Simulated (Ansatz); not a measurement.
# doublet CH6O2Si+ at 5 levels

Wanted: a comparison of 5 runs (UB3LYP/6-31G*, UB2PLYP/cc-pVDZ, UBLYP/cc-pVDZ, UPBE-QIDH/cc-pVDZ, UPBE0/cc-pVDZ) of doublet CH6O2Si+. 

The calculation is run with Ansatz 0.2.0.

59 further runs of the same task are left out: 59 set aside as unsound or not needed.

## Step 1: The molecule

CH6O2Si+ has 10 atoms, charge +1, and is taken as a doublet. As SMILES of the parent species, `C[SiH](O)O`. Geometry: relaxed at PBE0-D4/def2-TZVP. This is one conformer, not always the lowest. That shape belongs to the parent species and isn't relaxed for this state.

Bond lengths: C1–Si2 1.852 Å, Si2–O3 1.647 Å, Si2–O4 1.646 Å, C1–H5 1.093 Å, C1–H6 1.093 Å, C1–H7 1.092 Å, Si2–H8 1.484 Å, O3–H9 0.958 Å, O4–H10 0.958 Å. Some angles: C1–Si2–O3 105.2°, C1–Si2–O4 112.8°, O3–Si2–O4 112.2°, C1–Si2–H8 113.0°, O3–Si2–H8 110.8°, O4–Si2–H8 103.1°, Si2–C1–H5 111.0°, Si2–C1–H6 110.6°, Si2–C1–H7 110.8°, Si2–O3–H9 117.2°.

## Step 2: The energy at UB3LYP/6-31G(d) (Cartesian functions) (run 1)

molecule.yaml

```yaml
crystal:
  periodic: [false, false, false]
  atoms:
    - {symbol: C, position_ang: [-1.293000, 0.347800, -0.146400]}
    - {symbol: Si, position_ang: [0.517500, 0.180000, 0.206800]}
    - {symbol: O, position_ang: [0.650400, -1.156000, 1.160800]}
    - {symbol: O, position_ang: [1.425000, 0.058500, -1.161600]}
    - {symbol: H, position_ang: [-1.681100, -0.549800, -0.635600]}
    - {symbol: H, position_ang: [-1.853400, 0.489100, 0.780800]}
    - {symbol: H, position_ang: [-1.484400, 1.203800, -0.797400]}
    - {symbol: H, position_ang: [1.088600, 1.369900, 0.884700]}
    - {symbol: H, position_ang: [1.521500, -1.366900, 1.499800]}
    - {symbol: H, position_ang: [1.192100, -0.627600, -1.788900]}
basis:
  gaussian:
    orbitals: "6-31G*"
total_charge: 1
magnetization:
  spin_polarized: true
  initial_magnetization: 1
hamiltonian:
  xc: {name: B3LYP}
accuracy: high
output: {orbitals: {seedname: orbitals}}
```

Command:

```
$ ansatz run molecule.yaml --threads 1 --pin off --max-ram 3480MiB --events-out events.jsonl --progress --plain --runs-dir runs
```

The log of the run:

```text
Warning: RAYON_NUM_THREADS=1 ignored (pool sized by the plan → 1); use --threads N
Functional definition: B3LYP
  name "B3LYP"
  parameter a0 = 0.2
  parameter ax = 0.72
  parameter ac = 0.81
  exchange = (1 - a0 - ax)*slater_x + ax*b88_x + a0*exact_x
  correlation = (1 - ac)*vwn_rpa_c + ac*lyp_c
1724 factors; integrals over basis functions are off by at most 3.9e-9 eV
mean field evaluation 1: about -13077.0002 eV, gradient 7.5e1 eV
mean field evaluation 2: about -13030.9713 eV, gradient 1.3e2 eV
mean field evaluation 4: about -13097.1474 eV, gradient 1.6e1 eV
mean field evaluation 8: about -13098.3562 eV, gradient 1.1e0 eV
mean field evaluation 16: about -13098.5129 eV, gradient 1.5e-2 eV
mean field evaluation 32: about -13098.5129 eV, gradient 1.3e-7 eV
mean field -13098.51286988 eV, -481.3614694771 hartree, gradient 2.5e-8 eV, S^2 0.756114; 4 other end points of the search recorded, 0 dependent functions left out
reference -13098.51290680 eV, -481.3614708341 hartree; 21, 20 occupied and 55, 56 virtual orbitals, 1724 factors
Total energy: -13098.51290680 eV, -481.3614708341 hartree
```

It took 20 s on 1 thread of Arm Neoverse V2, shared host; peak memory 0.35 GiB.

## Step 3: A single-point energy at UB2PLYP/cc-pVDZ (run 2)

input.yaml

```yaml
crystal:
  periodic: [false, false, false]
  atoms:
    - symbol: C
      position_ang: [-1.293000, 0.347800, -0.146400]
    - symbol: Si
      position_ang: [0.517500, 0.180000, 0.206800]
    - symbol: O
      position_ang: [0.650400, -1.156000, 1.160800]
    - symbol: O
      position_ang: [1.425000, 0.058500, -1.161600]
    - symbol: H
      position_ang: [-1.681100, -0.549800, -0.635600]
    - symbol: H
      position_ang: [-1.853400, 0.489100, 0.780800]
    - symbol: H
      position_ang: [-1.484400, 1.203800, -0.797400]
    - symbol: H
      position_ang: [1.088600, 1.369900, 0.884700]
    - symbol: H
      position_ang: [1.521500, -1.366900, 1.499800]
    - symbol: H
      position_ang: [1.192100, -0.627600, -1.788900]
basis:
  gaussian: {orbitals: cc-pVDZ}
total_charge: 1
magnetization: {spin_polarized: true, initial_magnetization: 1}
hamiltonian: {xc: {name: B2PLYP}}
correlation: {frozen_orbitals: {C: 1, H: 0, O: 1, Si: 5}}
accuracy: high
output: {orbitals: {seedname: orbitals}}
```

Command:

```
$ ansatz run input.yaml --threads 1 --pin off --max-ram 3480MiB --events-out events.jsonl --progress --plain --runs-dir runs
```

The log of the run:

```text
Warning: RAYON_NUM_THREADS=1 ignored (pool sized by the plan → 1); use --threads N
Functional definition: B2PLYP
  name "B2PLYP"
  parameter a = 0.53
  parameter c = 0.27
  exchange = (1 - a)*b88_x + a*exact_x
  correlation = (1 - c)*lyp_c + c*(mp2_os + mp2_ss)
2098 factors; integrals over basis functions are off by at most 3.5e-9 eV
mean field evaluation 1: about -13070.9949 eV, gradient 6.0e1 eV
mean field evaluation 2: about -13071.0536 eV, gradient 6.0e1 eV
mean field evaluation 4: about -13083.3612 eV, gradient 1.4e1 eV
mean field evaluation 8: about -13084.4987 eV, gradient 7.2e-1 eV
mean field evaluation 16: about -13084.5326 eV, gradient 6.5e-2 eV
mean field evaluation 32: about -13084.5330 eV, gradient 5.2e-5 eV
mean field evaluation 64: about -13084.2360 eV, gradient 1.4e0 eV
mean field -13084.53303874 eV, -480.8477201585 hartree, gradient 6.1e-8 eV, S^2 0.766473; 6 other end points of the search recorded, 0 dependent functions left out
8 core orbitals not correlated: weight in the atoms' cores, before any rotation towards them, 1.000 or more for the frozen orbitals, at most 0.000 for the correlated occupied ones
reference -13084.53306392 eV, -480.8477210839 hartree; 13, 12 occupied and 69, 70 virtual orbitals, 2098 factors
second order -20.66530591 eV of doubles, -0.00000000 eV of singles
Total energy: -13090.11269651 eV, -481.0527687998 hartree
```

Wall time 43 s (1 thread of Arm Neoverse V2, shared host); peak memory 0.57 GiB.

Runs 3 to 4 aren't shown in full; the table further down has their settings and results.

## Step 4: The energy at UPBE0/cc-pVDZ (run 5)

run.yaml

```yaml
crystal:
  periodic: [false, false, false]
  atoms:
    - {symbol: C, position_ang: [-1.293000, 0.347800, -0.146400]}
    - {symbol: Si, position_ang: [0.517500, 0.180000, 0.206800]}
    - {symbol: O, position_ang: [0.650400, -1.156000, 1.160800]}
    - {symbol: O, position_ang: [1.425000, 0.058500, -1.161600]}
    - {symbol: H, position_ang: [-1.681100, -0.549800, -0.635600]}
    - {symbol: H, position_ang: [-1.853400, 0.489100, 0.780800]}
    - {symbol: H, position_ang: [-1.484400, 1.203800, -0.797400]}
    - {symbol: H, position_ang: [1.088600, 1.369900, 0.884700]}
    - {symbol: H, position_ang: [1.521500, -1.366900, 1.499800]}
    - {symbol: H, position_ang: [1.192100, -0.627600, -1.788900]}
basis:
  gaussian:
    orbitals: cc-pVDZ
total_charge: 1
magnetization:
  spin_polarized: true
  initial_magnetization: 1
hamiltonian:
  xc: {name: PBE0}
accuracy: high
output: {orbitals: {seedname: orbitals}}
```

Command:

```
$ ansatz run run.yaml --threads 1 --pin off --max-ram 3480MiB --events-out events.jsonl --progress --plain --runs-dir runs
```

The log of the run:

```text
Warning: RAYON_NUM_THREADS=1 ignored (pool sized by the plan → 1); use --threads N
Functional definition: PBE0
  name "PBE0"
  parameter a = 0.25
  parameter kappa = 0.804
  parameter beta = 0.06672455060314922
  exchange = (1 - a)*pbe_x(kappa = kappa, mu = beta*pi^2/3) + a*exact_x
  correlation = pbe_c(beta = beta)
2098 factors; integrals over basis functions are off by at most 3.5e-9 eV
mean field evaluation 1: about -13070.5547 eV, gradient 7.0e1 eV
mean field evaluation 2: about -13037.3754 eV, gradient 1.1e2 eV
mean field evaluation 4: about -13088.6704 eV, gradient 1.0e1 eV
mean field evaluation 8: about -13089.2888 eV, gradient 6.0e-1 eV
mean field evaluation 16: about -13089.5052 eV, gradient 2.5e-2 eV
mean field evaluation 32: about -13089.5052 eV, gradient 6.1e-7 eV
mean field -13089.50524121 eV, -481.0304452291 hartree, gradient 4.4e-8 eV, S^2 0.757657; 4 other end points of the search recorded, 0 dependent functions left out
reference -13089.50524383 eV, -481.0304453254 hartree; 21, 20 occupied and 69, 70 virtual orbitals, 2098 factors
Total energy: -13089.50524383 eV, -481.0304453254 hartree
```

It took 25 s on 1 thread of Arm Neoverse V2, shared host; peak memory 0.44 GiB.

## Step 5: Overview of the runs

| run | level | Cartesian functions | frozen core orbitals | energy (Eh) | HOMO energy (eV) | LUMO energy (eV) | ⟨S²⟩ | wall time |
| --- | --- | --- | --- | --- | --- | --- | --- | --- |
| 1 | UB3LYP/6-31G* (Cartesian functions) | yes | – | -481.361471 | -14.81 | -12.99 | 0.756 | 20 s |
| 2 | UB2PLYP/cc-pVDZ | no | 8 | -481.052769 | -16.03 | -11.76 | 0.766 | 43 s |
| 3 | UBLYP/cc-pVDZ | no | – | -481.315529 | -13.57 | -13.13 | 0.753 | 17 s |
| 4 | UPBE-QIDH/cc-pVDZ | no | 8 | -480.853392 | -17.11 | -11.27 | 0.770 | 41 s |
| 5 | UPBE0/cc-pVDZ | no | – | -481.030445 | -14.97 | -12.80 | 0.758 | 25 s |

## Step 6: Summary of results

| quantity | value |
| --- | --- |
| run 5: total energy | -481.03045 Eh |
| run 5: HOMO energy (highest over α and β) | -14.97 eV |
| run 5: LUMO energy (lowest over α and β) | -12.80 eV |
| run 5: ⟨S²⟩ | 0.758 |

In words: Totals of different functionals can't be ranked against each other. All runs together took 2.4 min, the longest 43 s.
